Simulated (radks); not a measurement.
# Sm⁴⁹⁺ in [Ne] 3s2 3p0.5 4p0.5: an all-electron calculation

The task here is to estimate one member of a computed series from the others.

Method: non-relativistic Kohn-Sham, LDA (Slater exchange, VWN5 correlation), spin-unpolarised, spherical densities, point nucleus. Code: radks (a radial shooting solver on a logarithmic mesh, Libxc functionals) version 1.

### Starting point

| Quantity | Value |
| --- | --- |
| element | samarium (Z = 62) |
| charge | +49 |
| electrons | 13 |
| configuration | [Ne] 3s2 3p0.5 4p0.5 |

Set-up of the first run:

Settings of this run:

```text
Z 62
configuration [Ne] 3s2 3p0.5 4p0.5
relativity non-relativistic
functional lda,vwn5
spin unpolarised
nucleus point
```

Started as:

```
> python run_ks.py task.json out
```

All runs below come from this command, one after another.

Steps of the session up to this table: Self-consistent calculation.

One of the session's tables, all rows but one given; the rest of the session is left out.

It belongs to the step «Orbitals and density». From the orbitals of this run (lengths in bohr):

| level | <r> | outermost maximum (interpolated) | 90 % within | nodes |
| --- | --- | --- | --- | --- |
| 1s | 0.02448 | 0.0162 | 0.0435 | 0 |
| 2s | 0.1027 | 0.0883 | 0.157 | 1 |
| 2p | ? | ? | ? | ? |
| 3s | 0.2424 | 0.232 | 0.350 | 2 |
| 3p | 0.2292 | 0.217 | 0.338 | 1 |
| 4p | 0.4330 | 0.440 | 0.614 | 2 |

**Question.** Estimate the row for 2p.

As computed: <r>: 0.08703; outermost maximum (interpolated): 0.0687; 90 % within: 0.140; nodes: 0. In the column «<r>» it lies between 1s (0.02448) and 2s (0.1027).
